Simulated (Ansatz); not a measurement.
## CH2AlNSe, SMILES N=[C]1[AlH][Se]1: a comparison of dispersion corrections

Program: the Python package of Ansatz (0.2.0).

Script `disp.py`:
```python
# -*- coding: utf-8 -*-
"""Dispersion corrections for CH2AlNSe."""

import ansatz as az

BASIS = "def2-SVP"

GEOMETRY = """
N     0.27270    0.10060   -1.77960
C    -0.20150   -0.28550   -0.66180
Al   -0.32320   -0.00480    1.40350
Se   -1.07540   -1.65780    0.35240
H     0.76470    1.01430   -1.85910
H     0.60480    0.76920    2.49840
"""

ch2alnse = az.Crystal.molecule()
for line in GEOMETRY.strip().splitlines():
    symbol, *xyz = line.split()
    ch2alnse = ch2alnse.atom(symbol, [float(v) for v in xyz])

model = ch2alnse.calculation().basis(gaussian=BASIS)
for name in ["revpbe", "b3lyp"]:
    for correction in ("d3bj", "d4"):
        rep = model.functional(name, dispersion=correction).run(threads=1).report
        print(f"{name:8s} {correction:5s} total {rep['free_energy_ev']:.5f} eV, of which dispersion {1000 * rep['dispersion']['energy']['ev']:.2f} meV")
```

```console
$ python disp.py
revpbe   d3bj  total -74484.85296 eV, of which dispersion -325.98 meV
revpbe   d4    total -74484.92057 eV, of which dispersion -393.59 meV
b3lyp    d3bj  total -74493.52741 eV, of which dispersion -271.90 meV
b3lyp    d4    total -74493.50125 eV, of which dispersion -245.75 meV
```

What to keep in mind:
- Total energies depend on the basis set; only differences at equal settings carry meaning.
- The geometry is a force-field or estimated start, not a minimum of this method, and the basis set is short of its limit. D4 holds the three-body term, and d3bj doesn't.
- b3lyp holds the VWN-RPA fit, as in Gaussian; the form of ORCA and Turbomole is b3lyp5.
- It ran for 8.6 s on 1 thread of Intel(R) Xeon(R) Platinum 8488C (Sapphire Rapids), with other jobs on the host, peak memory 0.24 GiB.

(Lines on the test bed's own set-up are left out of the output.)
